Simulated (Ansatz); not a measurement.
# Se3Zn3: the cost of one run

Method: UKS PBE0-D4/def2-SVP; program: Ansatz 0.2.0, Gaussian basis.

The runs, in order: a search for the lowest solution at PBE0-D4/def2-SVP; a single point at PBE0-D4/def2-SVP.

11 further runs of the same task are left out: 10 that didn't finish, 1 set aside as unsound or not needed. Runs told in other sessions of the task aren't counted.

### 1 The structure

The geometry is that of the doublet, from an earlier relaxation (PBE-D4/def2-SVP). At that level it is the lowest of the isomers that a small search found.

6 atoms, charge 1, spin multiplicity 2.

Atoms are counted from 1 here; the program's logs count them from 0.

Bond lengths: Zn1–Zn3 2.493 Å, Zn2–Se5 2.407 Å, Zn2–Se6 2.282 Å, Zn3–Se4 2.500 Å, Zn3–Se6 2.324 Å, Se4–Se5 2.310 Å. Angles: Se5–Zn2–Se6 144.3°, Zn1–Zn3–Se4 109.7°, Zn1–Zn3–Se6 121.1°, Se4–Zn3–Se6 129.1°, Zn3–Se4–Se5 101.8°, Zn2–Se5–Se4 89.6°, Zn2–Se6–Zn3 75.1°.

The ion is computed in the gas phase, without counter-ions or solvent.

Bonds by kind at the end (by distance):

```csv
bond,count,shortest (Å),longest (Å)
Se–Zn,4,2.282,2.500
Se–Se,1,2.310,2.310
Zn–Zn,1,2.493,2.493
```

### 2 Searching for the lowest solution, PBE0-D4/def2-SVP

start.molden holds the orbitals of an earlier run on this state, given as this run's starting guess.

File in.yaml:

```yaml
crystal:
  periodic: [false, false, false]
  atoms:
    - {symbol: Zn, position_ang: [3.225888, -0.379700, 1.076021]}
    - {symbol: Zn, position_ang: [-1.879456, 0.654226, 0.155690]}
    - {symbol: Zn, position_ang: [0.832555, 0.020335, 0.504763]}
    - {symbol: Se, position_ang: [0.305509, -1.027618, -1.702525]}
    - {symbol: Se, position_ang: [-1.924639, -0.484752, -1.963866]}
    - {symbol: Se, position_ang: [-0.559867, 1.217489, 1.929907]}
basis:
  gaussian: {orbitals: def2-SVP, initial_orbitals: start.molden}
total_charge: 1
magnetization: {spin_polarized: true, initial_magnetization: 1}
hamiltonian: {xc: pbe0, dispersion: d4}
output: {orbitals: {seedname: orbitals}}
```

The run is started by

```console
$ ansatz run in.yaml --threads 4 --pin off --events-out ev --progress --plain --max-ram 4787MiB
```

What time and memory should one allow on 4 threads of Arm Neoverse N1, shared host?

About 47 s, with a peak of 1.2 GiB.
